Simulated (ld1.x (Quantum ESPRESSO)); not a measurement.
# Germanium: generating and testing a TM potential

Aim: build the potential from the settings below, then test how well it stands in for the atom: other configurations, scattering, ghost states and the plane-wave cutoff that it needs.

Method: ld1.x (Quantum ESPRESSO) 7.5, PBE, scalar-relativistic.

## (1) Settings

Typed settings, in words:

```json
{"element": "germanium (Ge, Z = 32)", "type": "norm-conserving Troullier–Martins (Kleinman–Bylander form)", "frozen core": "[Ar] 3d10", "valence charge": "4", "reference configuration": "4s2 4p2", "partial waves": "4s (bound): rc 1.80 bohr; 4p (bound): rc 1.45 bohr", "local potential": "all-electron potential smoothed inside 1.75 bohr (lloc = -2)", "core correction": "Bessel-smoothed model core inside 1.35 bohr"}
```

## (2) Generation

Contents of Ge.in:

```
 &input
   title='Ge', zed=32., rel=1, dft='PBE', iswitch=3,
   config='[Ar] 3d10 4s2 4p2',
   nld=2, rlderiv=1.95, eminld=-3.0, emaxld=5.0, deld=0.02
 /
 &inputp
   pseudotype=2, tm=.true., lloc=-2, rcloc=1.75,
   nlcc=.true., new_core_ps=.true., rcore=1.35,
   file_pseudopw='Ge.UPF', file_wfcaegen='ae.wfc', file_wfcncgen='nc.wfc', file_beta='beta', file_chi='chi'
 /
2
4S  1  0   2.00   0.00  1.80  1.80  0.0
4P  2  1   2.00   0.00  1.45  1.45  0.0
 &test
   configts(1)='4s2 4p2'
 /
```

Command:

```bash
$ ld1.x < Ge.in > Ge.out
```

Output in Ge.out (without the banner and most projector matrices):

```text
     Program LD1 v.7.5
     --------------------------- All-electron run ----------------------------

     Ge
     scalar relativistic calculation

     atomic number is 32.00
     dft =PBE   lsd =0 sic =0 latt =0  beta=0.20 tr2=1.0E-14
     Exchange-correlation= PBE
                           (   1   4   3   4   0   0   0)
     mesh =1207 r(mesh) = 100.41023 a.u. xmin = -7.00 dx = 0.01250
     1 Ry =  13.60569312 eV, c = 137.03599908

     n l     nl                  e(Ry)          e(Ha)          e(eV)
     1 0     1S 1( 2.00)      -805.6314      -402.8157    -10961.1741
     2 0     2S 1( 2.00)      -100.8250       -50.4125     -1371.7939
     2 1     2P 1( 6.00)       -88.1036       -44.0518     -1198.7111
     3 0     3S 1( 2.00)       -12.3839        -6.1919      -168.4909
     3 1     3P 1( 6.00)        -8.4979        -4.2490      -115.6205
     3 2     3D 1(10.00)        -2.1543        -1.0772       -29.3109
     4 0     4S 1( 2.00)        -0.8622        -0.4311       -11.7311
     4 1     4P 1( 2.00)        -0.2863        -0.1431        -3.8953

     final scf error:  3.0E-15 reached in  36 iterations

     Etot =   -4197.669992 Ry,   -2098.834996 Ha,  -57112.209742 eV

     Ekin =    4273.695468 Ry,    2136.847734 Ha,   58146.589038 eV
     Encl =  -10116.689522 Ry,   -5058.344761 Ha, -137644.573051 eV
     Eh   =    1804.321722 Ry,     902.160861 Ha,   24549.047641 eV
     Exc  =    -158.997660 Ry,     -79.498830 Ha,   -2163.273369 eV

     normalization and overlap integrals

     s(1S/1S) =  1.000000  <r> =   0.0470  <r2> =    0.0030  r(max) =   0.0309
     s(2S/2S) =  1.000000  <r> =   0.2100  <r2> =    0.0520  r(max) =   0.1754
     s(2P/2P) =  1.000000  <r> =   0.1837  <r2> =    0.0414  r(max) =   0.1418
     s(3S/3S) =  1.000000  <r> =   0.6242  <r2> =    0.4495  r(max) =   0.5402
     s(3P/3P) =  1.000000  <r> =   0.6470  <r2> =    0.4929  r(max) =   0.5402
     s(3D/3D) =  1.000000  <r> =   0.7365  <r2> =    0.6969  r(max) =   0.5012
     s(4S/4S) =  1.000000  <r> =   2.1162  <r2> =    5.1841  r(max) =   1.7494
     s(4P/4P) =  1.000000  <r> =   2.8993  <r2> =   10.0650  r(max) =   2.2184

     ------------------------ End of All-electron run ------------------------

     --------------------- Generating NC pseudopotential ---------------------

      Generating local potential from pseudized AE potential:
      Matching radius rcloc =   1.7500
      Enforcing V''(0)=0 (lloc=-2)

      Local pseudo, rcloc= 1.749 Estimated cut-off energy=    10.25 Ry

      Computing core charge for nlcc:

       r > 1.36 : true rho core
      Core charge pseudized with two Bessel functions
      Integrated core pseudo-charge :   9.16

      Wfc   4S  rcut= 1.794  Using Troullier-Martins method

      Wfc   4P  rcut= 1.432  Using Troullier-Martins method

     ------------------- End of pseudopotential generation -------------------

     [... the all-electron block is printed once more ...]


     Computing logarithmic derivative in   1.94553
     Computing logarithmic derivative in   1.94553
     Computing the partial wave expansion
     R is outside the sphere for l=    0 j= 0.00
     R is outside the sphere for l=    1 j= 0.00

     ---------------------- Testing the pseudopotential ----------------------

     Ge
     scalar relativistic calculation

     atomic number is 32.00   valence charge is  4.00
     dft =PBE   lsd =0 sic =0 latt =0  beta=0.20 tr2=1.0E-14
     mesh =1207 r(mesh) = 100.41023 xmin = -7.00 dx = 0.01250

     n l     nl             e AE (Ry)        e PS (Ry)    De AE-PS (Ry)
     1 0     4S   1( 2.00)       -0.86222       -0.86223        0.00000
     2 1     4P   1( 2.00)       -0.28630       -0.28629       -0.00001

     eps = 2.3E-16  iter =  4

     Etot =   -4197.669992 Ry,   -2098.834996 Ha,  -57112.209742 eV
     Etotps =   -23.444243 Ry,     -11.722122 Ha,    -318.975178 eV

     Ekin =       2.639625 Ry,       1.319812 Ha,      35.913926 eV
     Encl =     -14.689802 Ry,      -7.344901 Ha,    -199.864936 eV
     Ehrt =       5.819223 Ry,       2.909611 Ha,      79.174558 eV
     Ecxc =     -18.306168 Ry,      -9.153084 Ha,    -249.068105 eV
     (Ecc =     -15.739597 Ry,      -7.869798 Ha,    -214.148127 eV)
     Epseu=       1.092879 Ry,       0.546440 Ha,      14.869379 eV

     ---------------------- End of pseudopotential test ----------------------
```

It took 1.9 s on 1 thread, shared host. This counts the later configuration tests of the new file too.

Partial waves on a coarse radial grid (AE all-electron, PS pseudo):

```
r (bohr)    4p AE   4p PS
   0.090   0.1422  0.0066
   0.180   0.0791  0.0251
   0.270  -0.0805  0.0520
   0.360  -0.1996  0.0825
   0.450  -0.2456  0.1118
   0.540  -0.2302  0.1367
   0.630  -0.1746  0.1563
   0.720  -0.0971  0.1726
   0.810  -0.0106  0.1888
   0.900   0.0770  0.2088
   0.990   0.1607  0.2360
   1.080   0.2379  0.2727
   1.170   0.3074  0.3188
   1.260   0.3687  0.3707
   1.350   0.4219  0.4220
   1.440   0.4674  0.4674
   1.530   0.5057  0.5057
   1.620   0.5374  0.5374
   1.710   0.5631  0.5631
   1.800   0.5833  0.5833
   1.890   0.5985  0.5985
   1.980   0.6093  0.6093
   2.070   0.6162  0.6162
   2.160   0.6196  0.6196
   2.250   0.6199  0.6199
   2.340   0.6175  0.6175
```

## (3) Transferability test

Contents of Ge.test.in:

```
 &input
   title='Ge', zed=32., rel=1, dft='PBE', iswitch=2,
   config='[Ar] 3d10 4s2 4p2'
 /
 &test
   file_pseudo='Ge.UPF', nconf=8,
   configts(1)='4s2 4p2',
   configts(2)='4s2 4p1',
   configts(3)='4s2 4p0',
   configts(4)='4s1 4p0',
   configts(5)='4s1 4p3',
   configts(6)='4s1 4p2',
   configts(7)='4s0 4p4',
   configts(8)='4s2 4p2.3'
 /
```

Command:

```bash
$ ld1.x < Ge.test.in > Ge.test.out
```

Ge.test.out, the pseudopotential blocks:

```text
     ---------------------- Testing the pseudopotential ----------------------

     Ge
     scalar relativistic calculation

     atomic number is 32.00   valence charge is  4.00
     dft =PBE   lsd =0 sic =0 latt =0  beta=0.20 tr2=1.0E-14
     mesh =1207 r(mesh) = 100.41023 xmin = -7.00 dx = 0.01250

     n l     nl             e AE (Ry)        e PS (Ry)    De AE-PS (Ry)
     1 0     4S   1( 2.00)       -0.86222       -0.86223        0.00000
     2 1     4P   1( 2.00)       -0.28630       -0.28629       -0.00001

     eps = 2.5E-16  iter =  4

     Etot =   -4197.669992 Ry,   -2098.834996 Ha,  -57112.209742 eV
     Etotps =   -23.444243 Ry,     -11.722122 Ha,    -318.975178 eV

     Ekin =       2.639625 Ry,       1.319812 Ha,      35.913926 eV
     Encl =     -14.689802 Ry,      -7.344901 Ha,    -199.864936 eV
     Ehrt =       5.819223 Ry,       2.909611 Ha,      79.174558 eV
     Ecxc =     -18.306168 Ry,      -9.153084 Ha,    -249.068105 eV
     (Ecc =     -15.739597 Ry,      -7.869798 Ha,    -214.148127 eV)
     Epseu=       1.092879 Ry,       0.546440 Ha,      14.869379 eV

     ---------------------- End of pseudopotential test ----------------------

     ---------------------- Testing the pseudopotential ----------------------

     Ge
     [...]
     n l     nl             e AE (Ry)        e PS (Ry)    De AE-PS (Ry)
     1 0     4S   1( 2.00)       -1.45956       -1.46110        0.00153
     2 1     4P   1( 1.00)       -0.82628       -0.82716        0.00088

     eps = 9.1E-15  iter =  9

     Etot =   -4197.122869 Ry,   -2098.561434 Ha,  -57104.765750 eV
     Etotps =   -22.896784 Ry,     -11.448392 Ha,    -311.526615 eV
     dEtot_ae =       0.547123 Ry
     dEtot_ps =       0.547459 Ry,   Delta E=      -0.000336 Ry

     [...]
     ---------------------- End of pseudopotential test ----------------------

     ---------------------- Testing the pseudopotential ----------------------

     Ge
     [...]
     n l     nl             e AE (Ry)        e PS (Ry)    De AE-PS (Ry)
     1 0     4S   1( 2.00)       -2.14976       -2.15754        0.00778  !
     2 1     4P   1( 0.00)       -1.45571       -1.46142        0.00571  !

     eps = 9.4E-17  iter =  7

     Etot =   -4195.988126 Ry,   -2097.994063 Ha,  -57089.326796 eV
     Etotps =   -21.759106 Ry,     -10.879553 Ha,    -296.047719 eV
     dEtot_ae =       1.681865 Ry
     dEtot_ps =       1.685137 Ry,   Delta E=      -0.003272 Ry

     [...]
     ---------------------- End of pseudopotential test ----------------------

     ---------------------- Testing the pseudopotential ----------------------

     Ge
     [...]
     n l     nl             e AE (Ry)        e PS (Ry)    De AE-PS (Ry)
     1 0     4S   1( 1.00)       -2.97339       -2.99919        0.02579  !
     2 1     4P   1( 0.00)       -2.20993       -2.23133        0.02140  !

     eps = 4.1E-15  iter =  5

     Etot =   -4193.431031 Ry,   -2096.715516 Ha,  -57054.535744 eV
     Etotps =   -19.185839 Ry,      -9.592919 Ha,    -261.036634 eV
     dEtot_ae =       4.238961 Ry
     dEtot_ps =       4.258404 Ry,   Delta E=      -0.019444 Ry

     [...]
     ---------------------- End of pseudopotential test ----------------------

     ---------------------- Testing the pseudopotential ----------------------

     Ge
     [...]
     n l     nl             e AE (Ry)        e PS (Ry)    De AE-PS (Ry)
     1 0     4S   1( 1.00)       -0.93246       -0.93390        0.00145
     2 1     4P   1( 3.00)       -0.33685       -0.33711        0.00026

     eps = 2.4E-15  iter =  7

     Etot =   -4197.084042 Ry,   -2098.542021 Ha,  -57104.237489 eV
     Etotps =   -22.857630 Ry,     -11.428815 Ha,    -310.993905 eV
     dEtot_ae =       0.585950 Ry
     dEtot_ps =       0.586613 Ry,   Delta E=      -0.000663 Ry

     [...]
     ---------------------- End of pseudopotential test ----------------------

     ---------------------- Testing the pseudopotential ----------------------

     Ge
     [...]
     n l     nl             e AE (Ry)        e PS (Ry)    De AE-PS (Ry)
     1 0     4S   1( 1.00)       -1.53157       -1.53518        0.00361
     2 1     4P   1( 2.00)       -0.88375       -0.88559        0.00184

     eps = 7.0E-15  iter =  9

     Etot =   -4196.482228 Ry,   -2098.241114 Ha,  -57096.049396 eV
     Etotps =   -22.254874 Ry,     -11.127437 Ha,    -302.792992 eV
     dEtot_ae =       1.187763 Ry
     dEtot_ps =       1.189369 Ry,   Delta E=      -0.001605 Ry

     [...]
     ---------------------- End of pseudopotential test ----------------------

     ---------------------- Testing the pseudopotential ----------------------

     Ge
     [...]
     n l     nl             e AE (Ry)        e PS (Ry)    De AE-PS (Ry)
     1 0     4S   1( 0.00)       -0.99555       -0.99830        0.00275
     2 1     4P   1( 4.00)       -0.38263       -0.38315        0.00052

     eps = 3.2E-15  iter =  7

     Etot =   -4196.479660 Ry,   -2098.239830 Ha,  -57096.014458 eV
     Etotps =   -22.251485 Ry,     -11.125743 Ha,    -302.746879 eV
     dEtot_ae =       1.190331 Ry
     dEtot_ps =       1.192758 Ry,   Delta E=      -0.002427 Ry

     [...]
     ---------------------- End of pseudopotential test ----------------------

     ---------------------- Testing the pseudopotential ----------------------

     Ge
     [...]
     n l     nl             e AE (Ry)        e PS (Ry)    De AE-PS (Ry)
     1 0     4S   1( 2.00)       -0.70960       -0.70955       -0.00005
     2 1     4P   1( 2.30)       -0.14906       -0.14905       -0.00001

     eps = 3.3E-15  iter = 11

     Etot =   -4197.734933 Ry,   -2098.867466 Ha,  -57113.093307 eV
     Etotps =   -23.509184 Ry,     -11.754592 Ha,    -319.858741 eV
     dEtot_ae =      -0.064941 Ry
     dEtot_ps =      -0.064941 Ry,   Delta E=      -0.000000 Ry

     [...]
     ---------------------- End of pseudopotential test ----------------------
```

Excitation and ionisation energies from 4s2 4p2, with the error of the potential. The frozen-core shift comes from a second all-electron run, not shown, with the core orbitals held at their reference shape; it is that run's ΔE less the relaxed one.

| valence configuration | charge | ΔE all-electron (eV) | error AE − PS (meV) | frozen-core shift (meV) |
| --- | --- | --- | --- | --- |
| 4s2 4p1 | +1 | 7.444 | -4.6 | +6.9 |
| 4s2 4p0 | +2 | 22.883 | -45 | +57 |
| 4s1 4p0 | +3 | 57.674 | -265 | +333 |
| 4s1 4p3 | 0 | 7.972 | -9.0 | +12 |
| 4s1 4p2 | +1 | 16.160 | -22 | +33 |
| 4s0 4p4 | 0 | 16.195 | -33 | +46 |
| 4s2 4p2.3 | -0.3 | -0.884 | 0.0 | +0.1 |

## (4) Logarithmic derivatives

Taken from the files of the generation run. The phase is arctan(r·u′/u) with u = r·R, unwrapped, with energies in Ry. A pole is an energy at which the radial function vanishes at the test radius. The pseudo phase is shifted by a multiple of π to meet the all-electron one at the reference energy. Levels narrower than the energy grid can be missing from the poles. The last column is the largest difference on the grid between −1 and +1 Ry.

| channel | radius (bohr) | reference (Ry) | poles AE | poles PS | window around the reference with phases within 0.05 rad (Ry) | largest difference near zero (rad) |
| --- | --- | --- | --- | --- | --- | --- |
| s | 1.95 | -0.86 | 2.46 | 2.16 | below 3.2 | 0.010 |
| p | 1.95 | -0.29 | 4.06 | 3.38 | below 3.4 | 0.018 |

Phases (rad) along the scan:

```
E (Ry)    p AE    p PS    s AE    s PS
 -3.00   1.218   1.213   1.111   1.108
 -2.52   1.175   1.170   1.015   1.011
 -2.04   1.116   1.111   0.853   0.848
 -1.56   1.028   1.024   0.543   0.539
 -1.08   0.889   0.886  -0.042  -0.043
 -0.60   0.641   0.640  -0.698  -0.699
 -0.12   0.182   0.182  -1.079  -1.083
  0.36  -0.449  -0.458  -1.276  -1.282
  0.84  -0.914  -0.932  -1.389  -1.399
  1.32  -1.167  -1.190  -1.463  -1.476
  1.80  -1.310  -1.337  -1.516  -1.534
  2.28  -1.401  -1.432  -1.557  -1.582
  2.76  -1.463  -1.501  -1.591  -1.625
  3.24  -1.510  -1.556  -1.621  -1.671
  3.72  -1.548  -1.606  -1.649  -1.725
  4.20  -1.580  -1.654  -1.676  -1.803
  4.68  -1.608  -1.708  -1.704  -1.958
```

## (5) Plane-wave convergence, by spherical Bessel functions

A separate test, outside the generator: the pseudo-atom's Hamiltonian at the reference potential is diagonalised in spherical Bessel functions j_l(qr) that vanish at 20 bohr, with q² up to the cutoff.

All-electron valence levels (Ry): 4s -0.8622, 4p -0.2863. The lowest levels of each channel (Ry) by cutoff; the last column sums, over occupied levels, occupation times the distance from the level at 400 Ry. A positive value at high cutoff is not a bound level.

```
cutoff (Ry)     s #1     p #1    d #1    f #1  Σ f·Δε (mRy)
          8  -0.8191  -0.2482  0.0528  0.1080         163.1
         12  -0.8516  -0.2505  0.0527  0.1080          93.7
         21  -0.8578  -0.2521  0.0527  0.1080          77.8
         30  -0.8600  -0.2648  0.0527  0.1080          48.1
         40  -0.8621  -0.2782  0.0527  0.1080          17.2
         45  -0.8622  -0.2831  0.0527  0.1080           7.1
         50  -0.8623  -0.2848  0.0527  0.1080           3.6
         70  -0.8624  -0.2861  0.0527  0.1080           0.8
         90  -0.8624  -0.2863  0.0527  0.1080           0.3
        400  -0.8625  -0.2864  0.0527  0.1080           0.0
```

The sum stays within 10 mRy from 45 Ry and within 1 mRy from 70 Ry. The sum leaves out empty levels, which can need more. Ghost test: no level below the all-electron spectrum of its channel (s, p, d, f tested).

## (6) What came out

```
                                                quantity                  value
               cutoffs for 10 and 1 mRy, occupied levels        45 Ry and 70 Ry
                                            bound ghosts             none found
                            largest test error (AE − PS)  -265 meV, for 4s1 4p0
largest phase difference near zero energy, channels read              0.018 rad
```

**Reading.** The worst unpolarised test, 4s1 4p0, is off by 265 meV on 57.7 eV; by total energies transferability rates as poor. That test lies far up in energy; among those under 40 eV, nearer to bonding, the largest error is 45 meV. Freezing the core accounts for most of it. The potential is of middling hardness: the looser tolerance needs 45 Ry. The slowest occupied level is 4p: taken alone it needs 55 Ry to come within 1 mRy, against 40 Ry for 4s. It is free of bound ghosts as far as tested. Near zero energy the phases of the channels with partial waves agree within 0.018 rad.
